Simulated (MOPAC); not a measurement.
# singlet CH5AlFNS: PM7

Aim: a structure relaxation of singlet CH5AlFNS. 

The calculation is run with MOPAC 23.2.5.

6 further runs of the same task are left out: 3 that didn't finish, 3 set aside as unsound or not needed.

**1. The structure to begin with**

The species is CH5AlFNS (10 atoms), meant as a singlet with charge 0. As SMILES of the parent species, `FC[NH][AlH][SH]`. The run starts from this shape.

Bond lengths: F1–C2 1.390 Å, C2–N3 1.421 Å, N3–Al4 1.801 Å, Al4–S5 2.185 Å, C2–H6 1.100 Å, N3–H8 1.016 Å, Al4–H9 1.522 Å, S5–H10 1.335 Å. Angles: F1–C2–N3 111.5°, C2–N3–Al4 132.3°, N3–Al4–S5 120.6°, F1–C2–H6 105.0°, N3–C2–H6 113.2°, C2–N3–H8 110.0°, Al4–N3–H8 115.7°, N3–Al4–H9 116.8°, S5–Al4–H9 122.6°, Al4–S5–H10 89.5°.

**2. A structure relaxation at PM7**

ch5alfns.mop reads:

```
PM7 CYCLES=200 GNORM=0.2 AUX(PRECISION=9) THREADS=1
PM7 optimise

F      0.642360 +1    -1.879180 +1     1.370960 +1
C      0.619940 +1    -1.285290 +1     0.114250 +1
N     -0.559430 +1    -0.515270 +1    -0.075900 +1
Al    -0.913370 +1     1.235550 +1     0.151560 +1
S      0.614540 +1     2.742560 +1    -0.261180 +1
H      0.711500 +1    -2.119380 +1    -0.596680 +1
H      1.448761 +1    -1.619143 +1     2.002133 +1
H     -1.370310 +1    -1.126260 +1    -0.122730 +1
H     -2.318060 +1     1.596320 +1     0.613110 +1
H      1.064120 +1     1.994400 +1    -1.270990 +1
```

On the command line:

```sh
$ mopac ch5alfns.mop
```

What values should one expect? Wanted: dipole moment; HOMO energy; LUMO energy; HOMO–LUMO gap; heat of formation.

Computed results:

At PM7:

| quantity | value |
| --- | --- |
| dipole moment | 6.61 D |
| HOMO energy | -10.17 eV |
| LUMO energy | -0.58 eV |
| HOMO–LUMO gap | 9.60 eV |
| heat of formation | -49.2 kcal/mol |

**Reading.** At the final geometry: Bond lengths: C2–N3 1.337 Å, N3–Al4 1.815 Å, Al4–S5 2.186 Å, C2–H6 1.066 Å, F1–H7 0.967 Å, N3–H8 1.008 Å, Al4–H9 1.608 Å, S5–H10 1.433 Å. Angles: C2–N3–Al4 83.6°, N3–Al4–S5 146.6°, C2–N3–H8 124.5°, Al4–N3–H8 151.9°, N3–C2–H6 128.3°, N3–Al4–H9 104.3°, S5–Al4–H9 107.2°, Al4–S5–H10 61.3°. The optimisation took 185 steps and changed the energy by -4.615 eV. Bonds broke or formed on the way.
